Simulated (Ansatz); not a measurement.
# H8N4Si: molecular dynamics

Purpose: to follow the molecule's vibrations and see whether its bonds hold. The start is relaxed first. Runs: 500 steps of 0.5 fs under a Nosé-Hoover thermostat at 300 K. SMILES of the start: N[Si](N)(N)N.

Program: Ansatz 0.2.0. Level of theory: RKS revPBE/6-31G. These are calculated values, not measurements.

### Step 1. The starting structure

Bond lengths: Si1–N2 1.820 Å, N2–H3 1.060 Å, N2–H4 1.060 Å, Si1–N5 1.820 Å, N5–H6 1.060 Å, N5–H7 1.060 Å, Si1–N8 1.819 Å, N8–H9 1.060 Å, N8–H10 1.060 Å, Si1–N11 1.819 Å, N11–H12 1.060 Å, N11–H13 1.060 Å. Angles (14 of 18 angles, heavy atoms first): N2–Si1–N5 109.5°, N2–Si1–N8 109.5°, N2–Si1–N11 109.5°, N5–Si1–N8 109.5°, N5–Si1–N11 109.5°, N8–Si1–N11 109.5°, Si1–N2–H3 120.0°, Si1–N2–H4 120.0°, Si1–N5–H6 120.0°, Si1–N5–H7 120.0°, Si1–N8–H9 120.0°, Si1–N8–H10 120.0°, Si1–N11–H12 120.0°, Si1–N11–H13 120.0°.

Coordinates:

```xyz
13

Si    0.0000    0.0000    0.0000
N     0.0000    0.0000    1.8200
H    -0.8770   -0.2713    2.3500
H     0.8770    0.2713    2.3500
N     1.7163    0.0000   -0.6061
H     2.2145   -0.9180   -0.7868
H     2.2175    0.9180   -0.7783
N    -0.8572    1.4851   -0.6061
H    -1.8773    1.4300   -0.8888
H    -0.3367    2.4058   -0.6766
N    -0.8572   -1.4851   -0.6061
H    -1.3922   -2.1014    0.0704
H    -0.8219   -1.7344   -1.6357
```

### Step 2. Preparing the start

File input.yaml:

```yaml
crystal:
  periodic: [false, false, false]
  atoms:
    - { symbol: Si, position_ang: [0.0, 0.0, 0.0] }
    - { symbol: "N", position_ang: [0.0, 0.0, 1.82] }
    - { symbol: H, position_ang: [-0.877, -0.2713, 2.35] }
    - { symbol: H, position_ang: [0.877, 0.2713, 2.35] }
    - { symbol: "N", position_ang: [1.7163, 0.0, -0.6061] }
    - { symbol: H, position_ang: [2.2145, -0.918, -0.7868] }
    - { symbol: H, position_ang: [2.2175, 0.918, -0.7783] }
    - { symbol: "N", position_ang: [-0.8572, 1.4851, -0.6061] }
    - { symbol: H, position_ang: [-1.8773, 1.43, -0.8888] }
    - { symbol: H, position_ang: [-0.3367, 2.4058, -0.6766] }
    - { symbol: "N", position_ang: [-0.8572, -1.4851, -0.6061] }
    - { symbol: H, position_ang: [-1.3922, -2.1014, 0.0704] }
    - { symbol: H, position_ang: [-0.8219, -1.7344, -1.6357] }
basis:
  gaussian: { orbitals: "6-31G" }
hamiltonian:
  xc: revpbe
relax:
  f_tol: 0.02
  max_steps: 40
```

Command:

```
> ansatz run input.yaml --threads 1 --pin off --max-ram 2048MiB --backend cpu --events-out ev --progress --plain --runs-dir out
```

The program printed (excerpt; [...] marks lines left out):

```text
Warning: RAYON_NUM_THREADS=1 ignored (pool sized by the plan → 1); use --threads N
[...]
Functional definition: revPBE
[...]
986 factors; integrals over basis functions are off by at most 1.7e-4 eV
[...]
mean field -13963.30982179 eV, -513.1421712793 hartree, gradient 1.7e-5 eV, S^2 0.000000; 0 other end points of the search recorded, 0 dependent functions left out
[...]
reference -13963.30986371 eV, -513.1421728199 hartree; 25, 25 occupied and 40, 40 virtual orbitals, 986 factors
relax step   1: F+E_penalty+E_count = -13963.30982179 eV  Δ(F+E_penalty+E_count) = +0.000e0 eV  max|allowed force component| = 1.792e0 eV/Å  Δτ_max = 0.0000 Å  (25 SCF iters, accepted)
[...]
relax step   3: F+E_penalty+E_count = -13963.96495370 eV  Δ(F+E_penalty+E_count) = -1.346e-1 eV  max|allowed force component| = 5.691e-1 eV/Å  Δτ_max = 0.1054 Å  (25 SCF iters, accepted)
[...]
relax step   5: F+E_penalty+E_count = -13964.06365295 eV  Δ(F+E_penalty+E_count) = -4.929e-2 eV  max|allowed force component| = 2.979e-1 eV/Å  Δτ_max = 0.2000 Å  (26 SCF iters, accepted)
[...]
relax step   7: F+E_penalty+E_count = -13964.16111965 eV  Δ(F+E_penalty+E_count) = -8.876e-2 eV  max|allowed force component| = 4.572e-2 eV/Å  Δτ_max = 0.2000 Å  (26 SCF iters, accepted)
[...]
relax step   8: F+E_penalty+E_count = -13964.16403195 eV  Δ(F+E_penalty+E_count) = -2.912e-3 eV  max|allowed force component| = 1.211e-1 eV/Å  Δτ_max = 0.1229 Å  (25 SCF iters, accepted)
[...]
986 factors; integrals over basis functions are off by at most 1.5e-4 eV
mean field -13964.16593687 eV, -513.1736329282 hartree, gradient 6.0e-5 eV, S^2 0.000000; 1 other end points of the search recorded, 0 dependent functions left out
[...]
reference -13964.16597865 eV, -513.1736344638 hartree; 25, 25 occupied and 40, 40 virtual orbitals, 986 factors
Total energy: -13964.16597865 eV, -513.1736344638 hartree
Atom 0 at     0.000412     0.000345     0.000280 Å, force    -0.002027     0.003763     0.003581 eV/Å
Atom 1 at     0.083053    -0.259474     1.754436 Å, force    -0.011086    -0.001541    -0.002468 eV/Å
Atom 2 at    -0.708100    -0.628447     2.274343 Å, force     0.002947    -0.000196     0.003528 eV/Å
Atom 3 at     0.794567     0.185400     2.327113 Å, force     0.001472     0.003323    -0.001196 eV/Å
Atom 4 at     1.713280     0.185201    -0.427676 Å, force     0.004820    -0.014333    -0.010544 eV/Å
Atom 5 at     2.441350    -0.329513     0.059450 Å, force     0.002909     0.003054     0.006106 eV/Å
Atom 6 at     1.999152     0.574261    -1.321641 Å, force    -0.001128     0.003945    -0.003664 eV/Å
Atom 7 at    -0.735300     1.401259    -0.804662 Å, force     0.002590     0.008885     0.016368 eV/Å
Atom 8 at    -1.739428     1.468485    -0.943834 Å, force    -0.005031    -0.002428    -0.004818 eV/Å
Atom 9 at    -0.237443     2.282238    -0.896114 Å, force     0.000586     0.002990    -0.004069 eV/Å
Atom 10 at    -1.059539    -1.324801    -0.521043 Å, force     0.010210    -0.007408     0.000553 eV/Å
Atom 11 at    -1.046871    -2.229054    -0.057902 Å, force    -0.005642    -0.000695     0.001468 eV/Å
Atom 12 at    -1.499334    -1.325899    -1.436850 Å, force    -0.000620     0.000641    -0.004843 eV/Å
Dipole moment:     0.000287    -0.002897     0.001120 e Å
```

Run time: 32 s. Hardware: 1 thread of Arm Neoverse V2, shared host; peak memory 0.13 GiB.

Step by step:

| step | energy from step 1 (eV) | largest force component (eV/Å) |
| --- | --- | --- |
| 1 | 0.0000 | 1.7924 |
| 2 | -0.5205 | 1.1748 |
| 3 | -0.6551 | 0.5691 |
| 4 | -0.7045 | 0.2050 |
| 5 | -0.7538 | 0.2979 |
| 6 | -0.7625 | 1.0871 |
| 7 | -0.8513 | 0.0457 |
| 8 | -0.8542 | 0.1211 |
| 9 | -0.8561 | 0.0164 |

Step 1 is the start.

After: Bond lengths: Si1–N2 1.775 Å, N2–H3 1.016 Å, N2–H4 1.016 Å, Si1–N5 1.775 Å, N5–H6 1.016 Å, N5–H7 1.016 Å, Si1–N8 1.775 Å, N8–H9 1.016 Å, N8–H10 1.016 Å, Si1–N11 1.775 Å, N11–H12 1.016 Å, N11–H13 1.016 Å. Angles (14 of 18 angles, heavy atoms first): N2–Si1–N5 102.0°, N2–Si1–N8 125.6°, N2–Si1–N11 102.0°, N5–Si1–N8 102.0°, N5–Si1–N11 125.7°, N8–Si1–N11 102.0°, Si1–N2–H3 121.5°, Si1–N2–H4 121.7°, Si1–N5–H6 121.5°, Si1–N5–H7 121.6°, Si1–N8–H9 121.6°, Si1–N8–H10 121.5°, Si1–N11–H12 121.5°, Si1–N11–H13 121.6°.

### Step 3. Dynamics

500 steps of 0.5 fs under a Nosé-Hoover thermostat at 300 K, from the relaxed start.

File input.yaml:

```yaml
crystal:
  periodic: [false, false, false]
  atoms:
    - { symbol: Si, position_ang: [0.000412, 0.000345, 0.00028] }
    - { symbol: "N", position_ang: [0.083053, -0.259474, 1.754436] }
    - { symbol: H, position_ang: [-0.7081, -0.628447, 2.274343] }
    - { symbol: H, position_ang: [0.794567, 0.1854, 2.327113] }
    - { symbol: "N", position_ang: [1.71328, 0.185201, -0.427676] }
    - { symbol: H, position_ang: [2.44135, -0.329513, 0.05945] }
    - { symbol: H, position_ang: [1.999152, 0.574261, -1.321641] }
    - { symbol: "N", position_ang: [-0.7353, 1.401259, -0.804662] }
    - { symbol: H, position_ang: [-1.739428, 1.468485, -0.943834] }
    - { symbol: H, position_ang: [-0.237443, 2.282238, -0.896114] }
    - { symbol: "N", position_ang: [-1.059539, -1.324801, -0.521043] }
    - { symbol: H, position_ang: [-1.046871, -2.229054, -0.057902] }
    - { symbol: H, position_ang: [-1.499334, -1.325899, -1.43685] }
basis:
  gaussian: { orbitals: "6-31G" }
hamiltonian:
  xc: revpbe
md:
  timestep: 0.5
  n_steps: 500
  ensemble: nvt_nose_hoover
  temperature: 300.0
  initial_velocities: maxwell_boltzmann
  seed: 467322
  nose_hoover: { tau: 20.0, chain_length: 5 }
```

Command:

```
> ansatz run input.yaml --threads 1 --pin off --max-ram 2048MiB --backend cpu --events-out ev --progress --plain --runs-dir out
```

The program printed (excerpt; [...] marks lines left out):

```text
Warning: RAYON_NUM_THREADS=1 ignored (pool sized by the plan → 1); use --threads N
[...]
Functional definition: revPBE
[...]
988 factors; integrals over basis functions are off by at most 1.5e-4 eV
[...]
mean field -13964.16589285 eV, -513.1736313105 hartree, gradient 1.6e-5 eV, S^2 0.000000; 0 other end points of the search recorded, 0 dependent functions left out
[...]
reference -13964.16593554 eV, -513.1736328793 hartree; 25, 25 occupied and 40, 40 virtual orbitals, 988 factors
md step     0: t =     0.00 fs  T =   300.0 K  F+E_penalty+E_count = -13964.16589285 eV  E_kin = 0.426558 eV  conserved = -13963.73933485 eV  (23 SCF iters)
[...]
md step    20: t =    10.00 fs  T =   169.8 K  F+E_penalty+E_count = -13963.96224062 eV  E_kin = 0.241404 eV  conserved = -13963.73838164 eV  (24 SCF iters)
[...]
md step    40: t =    20.00 fs  T =   191.0 K  F+E_penalty+E_count = -13963.91649118 eV  E_kin = 0.271636 eV  conserved = -13963.73646074 eV  (24 SCF iters)
[...]
md step    60: t =    30.00 fs  T =   135.9 K  F+E_penalty+E_count = -13963.75556955 eV  E_kin = 0.193206 eV  conserved = -13963.73501850 eV  (24 SCF iters)
[...]
md step    79: t =    39.50 fs  T =   237.0 K  F+E_penalty+E_count = -13963.84027848 eV  E_kin = 0.337010 eV  conserved = -13963.73492737 eV  (24 SCF iters)
md step    80: t =    40.00 fs  T =   263.9 K  F+E_penalty+E_count = -13963.87612687 eV  E_kin = 0.375239 eV  conserved = -13963.73598631 eV  (24 SCF iters)
```

### Step 4. The output, continued: dynamics from the start

The log, continued (excerpt; [...] marks lines left out):

```text
md step    81: t =    40.50 fs  T =   297.2 K  F+E_penalty+E_count = -13963.92083585 eV  E_kin = 0.422543 eV  conserved = -13963.73721288 eV  (24 SCF iters)
[...]
md step   107: t =    53.50 fs  T =   196.9 K  F+E_penalty+E_count = -13963.69054584 eV  E_kin = 0.279974 eV  conserved = -13963.73516888 eV  (25 SCF iters)
[...]
md step   133: t =    66.50 fs  T =   319.2 K  F+E_penalty+E_count = -13963.74184833 eV  E_kin = 0.453870 eV  conserved = -13963.73527835 eV  (24 SCF iters)
[...]
md step   159: t =    79.50 fs  T =   299.8 K  F+E_penalty+E_count = -13963.66185201 eV  E_kin = 0.426225 eV  conserved = -13963.73459661 eV  (24 SCF iters)
[...]
md step   185: t =    92.50 fs  T =   249.5 K  F+E_penalty+E_count = -13963.56590417 eV  E_kin = 0.354745 eV  conserved = -13963.73343965 eV  (23 SCF iters)
md step   186: t =    93.00 fs  T =   262.9 K  F+E_penalty+E_count = -13963.58344397 eV  E_kin = 0.373760 eV  conserved = -13963.73336023 eV  (24 SCF iters)
```

### Step 5. More of the same log: dynamics from the start

Output, continued (excerpt; [...] marks lines left out):

```text
md step   187: t =    93.50 fs  T =   294.4 K  F+E_penalty+E_count = -13963.62724133 eV  E_kin = 0.418593 eV  conserved = -13963.73390657 eV  (24 SCF iters)
[...]
md step   207: t =   103.50 fs  T =   477.9 K  F+E_penalty+E_count = -13963.88636264 eV  E_kin = 0.679527 eV  conserved = -13963.73519030 eV  (24 SCF iters)
[...]
md step   227: t =   113.50 fs  T =   284.4 K  F+E_penalty+E_count = -13963.71242600 eV  E_kin = 0.404324 eV  conserved = -13963.73720959 eV  (24 SCF iters)
[...]
md step   247: t =   123.50 fs  T =   302.3 K  F+E_penalty+E_count = -13963.85278578 eV  E_kin = 0.429772 eV  conserved = -13963.73829167 eV  (24 SCF iters)
[...]
md step   498: t =   249.00 fs  T =   282.3 K  F+E_penalty+E_count = -13963.62364621 eV  E_kin = 0.401436 eV  conserved = -13963.73339093 eV  (24 SCF iters)
[...]
Atom 3 at     0.707769     0.135694     2.423120 Å, force    -0.152917    -0.309750    -0.823708 eV/Å
Atom 4 at     1.666789     0.227527    -0.531118 Å, force     1.846702    -2.070920     1.261129 eV/Å
Atom 5 at     2.394801    -0.468958    -0.165541 Å, force    -0.984137     1.420531    -0.742840 eV/Å
Atom 6 at     1.875272     0.596471    -1.448142 Å, force     0.029994     0.136880    -0.262497 eV/Å
Atom 7 at    -0.655418     1.470758    -0.769463 Å, force    -0.560736    -0.414578     0.388644 eV/Å
Atom 8 at    -1.672931     1.637311    -0.852929 Å, force     0.689533    -0.017916     0.023730 eV/Å
Atom 9 at    -0.095465     2.302290    -0.550147 Å, force    -0.310442    -0.057109    -0.259261 eV/Å
Atom 10 at    -1.020109    -1.399332    -0.472024 Å, force    -0.081262     1.501544    -1.692044 eV/Å
Atom 11 at    -0.824294    -2.224361     0.023289 Å, force    -0.029639    -1.711863     0.848855 eV/Å
Atom 12 at    -1.243793    -1.513454    -1.470010 Å, force    -0.126455    -0.156031     0.482512 eV/Å
Dipole moment:     0.102287    -0.000361    -0.015559 e Å
```

Wall time 25 min (1 thread of Arm Neoverse V2, shared host); peak memory 0.12 GiB.

### Step 6. The trajectory

One step in 20; energies are changes from step 0:

| time (fs) | T (K) | potential energy change (meV/atom) | conserved energy change (meV/atom) |
| --- | --- | --- | --- |
| 0.0 | 300 | 0.0 | 0.00 |
| 10.0 | 170 | 15.7 | 0.07 |
| 20.0 | 191 | 19.2 | 0.22 |
| 30.0 | 136 | 31.6 | 0.33 |
| 40.0 | 264 | 22.3 | 0.26 |
| 50.0 | 190 | 35.0 | 0.19 |
| 60.0 | 328 | 26.9 | 0.23 |
| 70.0 | 297 | 36.4 | 0.33 |
| 80.0 | 323 | 36.3 | 0.30 |
| 90.0 | 270 | 43.2 | 0.22 |
| 100.0 | 458 | 24.4 | 0.21 |
| 110.0 | 271 | 38.8 | 0.27 |
| 120.0 | 191 | 39.4 | 0.34 |
| 130.0 | 161 | 33.5 | 0.40 |
| 140.0 | 202 | 23.8 | 0.35 |
| 150.0 | 163 | 26.7 | 0.23 |
| 160.0 | 261 | 18.3 | 0.11 |
| 170.0 | 311 | 17.5 | 0.09 |
| 180.0 | 266 | 26.7 | 0.17 |
| 190.0 | 271 | 31.3 | 0.26 |
| 200.0 | 323 | 30.5 | 0.33 |
| 210.0 | 330 | 32.8 | 0.31 |
| 220.0 | 321 | 35.6 | 0.27 |
| 230.0 | 354 | 34.1 | 0.35 |
| 240.0 | 263 | 44.1 | 0.49 |
| 250.0 | 288 | 41.0 | 0.45 |

time (fs), T (K) and a bar:
```
      0.0        300 #####################
     11.0        122 
     21.5        193 ########
     32.5        230 #############
     43.5        238 ##############
     54.5        215 ###########
     65.0        362 ############################
     76.0        335 #########################
     87.0        262 #################
     98.0        348 ###########################
    108.5        341 ##########################
    119.5        231 #############
    130.5        156 ####
    141.5        283 ###################
    152.0        173 ######
    163.0        202 #########
    174.0        247 ###############
    185.0        247 ###############
    195.5        241 ##############
    206.5        327 ########################
    217.5        255 ################
    228.5        376 ##############################
    239.0        285 ###################
    250.0        288 ####################
```

Maxima of the velocity power spectrum (cm⁻¹, relative height; resolution about 270 cm⁻¹): 470 (97), 800 (100), 1600 (53), 3570 (98).

### Step 7. Positions and forces

Extended XYZ, with forces in eV/Å:

```xyz
13
time_fs=31.0 T=186 dE=0.3431
Si   -0.025   -0.019    0.008    1.226   -0.980   -0.832
N     0.139   -0.119    1.747    0.098   -0.189   -0.363
H    -0.587   -0.545    2.265   -0.919   -0.518    1.004
H     0.771    0.464    2.268    0.318    0.130    0.139
N     1.753    0.114   -0.402   -0.005   -0.225    0.484
H     2.495   -0.397    0.144   -1.157    0.674   -0.708
H     2.087    0.537   -1.271   -0.076   -0.210    0.133
N    -0.792    1.377   -0.718   -0.280    1.622   -0.581
H    -1.783    1.522   -0.998    1.024   -0.361    0.387
H    -0.239    2.254   -0.674   -0.594   -0.519   -0.205
N    -1.044   -1.361   -0.641    0.190    1.504    0.192
H    -1.157   -2.284   -0.295    0.158   -0.945    0.507
H    -1.637   -1.150   -1.437    0.017    0.018   -0.158
13
time_fs=62.5 T=351 dE=0.3468
Si   -0.017    0.027    0.009    1.113   -1.263    0.272
N     0.099   -0.185    1.772   -2.274   -0.002    1.400
H    -0.826   -0.231    2.339    2.028   -0.042   -1.133
H     0.878    0.160    2.334   -0.089   -0.024   -0.197
N     1.726    0.060   -0.438   -1.729    1.108   -1.870
H     2.512   -0.224    0.080    1.007   -0.540    0.964
H     1.918    0.272   -1.430    0.134   -0.113    0.610
N    -0.803    1.397   -0.740    0.540    0.163   -0.041
H    -1.799    1.470   -0.746   -0.861    0.025   -0.169
H    -0.323    2.280   -0.791    0.213    0.495   -0.118
N    -1.001   -1.332   -0.609    0.435   -1.057    0.955
H    -0.819   -2.297   -0.224   -0.366    1.327   -0.557
H    -1.317   -1.315   -1.573   -0.151   -0.077   -0.116
13
time_fs=94.0 T=338 dE=0.4770
Si    0.021    0.025   -0.028   -0.516    0.288    2.542
N     0.004   -0.283    1.808    2.624    1.261   -0.941
H    -0.778   -0.748    2.208   -0.770   -0.368    0.664
H     0.791    0.009    2.473   -1.669   -0.499   -1.301
N     1.688    0.170   -0.482    1.162   -0.827    1.193
H     2.443   -0.410   -0.086   -0.545    0.384   -0.029
H     1.842    0.373   -1.434    0.531    0.611   -1.609
N    -0.733    1.453   -0.768   -0.604   -0.983   -0.314
H    -1.705    1.345   -1.043   -0.156    0.169    0.075
H    -0.332    2.319   -1.076    0.543    0.387    0.130
N    -0.967   -1.344   -0.488   -1.403    0.211   -2.020
H    -1.174   -2.065    0.166   -0.022   -0.801    0.616
H    -1.534   -1.420   -1.367    0.826    0.168    0.995
13
time_fs=125.0 T=228 dE=0.4008
Si    0.007   -0.034   -0.033    0.085    0.976    1.487
N     0.073   -0.297    1.768   -1.317   -1.105   -1.815
H    -0.724   -0.716    2.247   -0.086   -0.124   -0.259
H     0.581    0.268    2.376    1.502    1.360    1.185
N     1.698    0.259   -0.459    0.607    0.672   -0.839
H     2.439   -0.230    0.027    0.256    0.004   -0.033
H     2.007    0.963   -1.181   -0.520   -1.249    0.964
N    -0.660    1.424   -0.845   -0.847    0.441    0.229
H    -1.696    1.539   -0.846    0.924    0.122   -0.144
H    -0.126    2.323   -0.863   -0.653   -1.043    0.030
N    -1.134   -1.352   -0.419    1.037    0.142    0.706
H    -0.938   -2.282   -0.040   -0.198    0.163   -0.014
H    -1.377   -1.351   -1.378   -0.789   -0.359   -1.497
13
time_fs=156.0 T=234 dE=0.2568
Si   -0.030    0.005    0.027    1.373   -0.350   -1.512
N     0.123   -0.260    1.727    0.857    0.243    0.886
H    -0.660   -0.546    2.290   -0.128   -0.111    0.477
H     0.981    0.044    2.209   -0.716   -0.166    0.019
N     1.737    0.232   -0.410   -0.351   -0.607    0.590
H     2.432   -0.266    0.175   -0.372    0.294   -0.411
H     2.046    0.317   -1.381   -0.183    0.099    0.132
N    -0.743    1.362   -0.812   -0.212    0.749   -0.323
H    -1.710    1.433   -1.111   -0.065   -0.061    0.108
H    -0.202    2.206   -0.985    0.017   -0.076    0.060
N    -1.044   -1.334   -0.552   -0.883    0.504   -0.274
H    -1.268   -2.166   -0.027    0.261   -0.334    0.264
H    -1.760   -1.122   -1.256    0.404   -0.183   -0.016
13
time_fs=187.5 T=264 dE=0.3992
Si   -0.014    0.035    0.030    0.706   -0.183   -1.454
N     0.156   -0.238    1.770    0.022    1.196    2.227
H    -0.652   -0.470    2.392    0.627    0.019   -0.755
H     0.809    0.423    2.301   -0.910   -1.202   -0.984
N     1.740    0.053   -0.427   -1.625    0.551    0.262
H     2.431   -0.349    0.169    0.517   -0.410    0.462
H     2.081    0.541   -1.231    0.247    0.264   -0.616
N    -0.829    1.401   -0.819    0.851   -1.268    0.720
H    -1.825    1.320   -0.820   -0.938    0.074   -0.254
H    -0.474    2.329   -0.836    0.392    1.022   -0.075
N    -1.067   -1.299   -0.596    0.679   -0.232   -0.078
H    -0.871   -2.199   -0.118   -0.365    0.278   -0.531
H    -1.067   -1.367   -1.642   -0.201   -0.110    1.077
13
time_fs=219.0 T=303 dE=0.4856
Si    0.041   -0.018   -0.035   -1.691    1.202    1.420
N    -0.012   -0.120    1.791   -1.390   -1.502   -2.327
H    -0.710   -0.718    2.253    0.451    0.546   -0.013
H     0.750    0.209    2.306    1.363    0.584    1.303
N     1.707    0.099   -0.486    1.835    0.031   -0.789
H     2.366   -0.638   -0.202   -0.226    0.409   -0.013
H     2.069    0.656   -1.282   -0.493   -0.399    0.638
N    -0.789    1.440   -0.665   -0.103    0.852   -1.160
H    -1.722    1.384   -1.125    0.861   -0.032    0.584
H    -0.360    2.390   -0.766   -0.379   -1.163    0.278
N    -0.958   -1.366   -0.567    0.091   -0.830    1.589
H    -1.182   -2.082    0.133    0.238    0.072   -0.246
H    -1.604   -1.399   -1.315   -0.557    0.229   -1.262
13
time_fs=250.0 T=288 dE=0.5327
Si    0.006   -0.038   -0.013   -0.632    1.417    0.489
N    -0.020   -0.245    1.788    3.115    0.282   -0.872
H    -0.880   -0.103    2.204   -2.803   -0.020    1.158
H     0.708    0.136    2.423   -0.153   -0.310   -0.824
N     1.667    0.228   -0.531    1.847   -2.071    1.261
H     2.395   -0.469   -0.166   -0.984    1.421   -0.743
H     1.875    0.597   -1.448    0.030    0.137   -0.263
N    -0.655    1.471   -0.769   -0.561   -0.415    0.389
H    -1.673    1.637   -0.853    0.690   -0.018    0.024
H    -0.096    2.302   -0.550   -0.310   -0.057   -0.259
N    -1.020   -1.399   -0.472   -0.081    1.502   -1.692
H    -0.824   -2.224    0.023   -0.030   -1.712    0.849
H    -1.244   -1.514   -1.470   -0.127   -0.156    0.482
```

### Step 8. What came out

| quantity | value |
| --- | --- |
| relaxation of the start | 8 moves, 0.856 eV lower |
| length | 500 steps of 0.5 fs |
| temperature, first and last step | 300 and 288 K |
| temperature, second half | mean 267 K, from 98 to 377 K |
| potential energy, second half | +30 meV/atom from the start |
| largest change of the conserved energy | 0.53 meV/atom |
| bonds formed or broken | 0 |

In words: Against a set 300 K the second half averages 267 K with a spread of 57 K. The conserved energy strays from its start by at most 0.53 meV/atom, 1.8 % of the mean kinetic energy, so a step of 0.5 fs is short enough over this time. The bonding pattern survives the run. 250 fs on 13 atoms is far too short and small for converged averages. The nuclei move classically, without zero-point motion, which matters most for hydrogen. In so small a basis the energies are only a sketch.
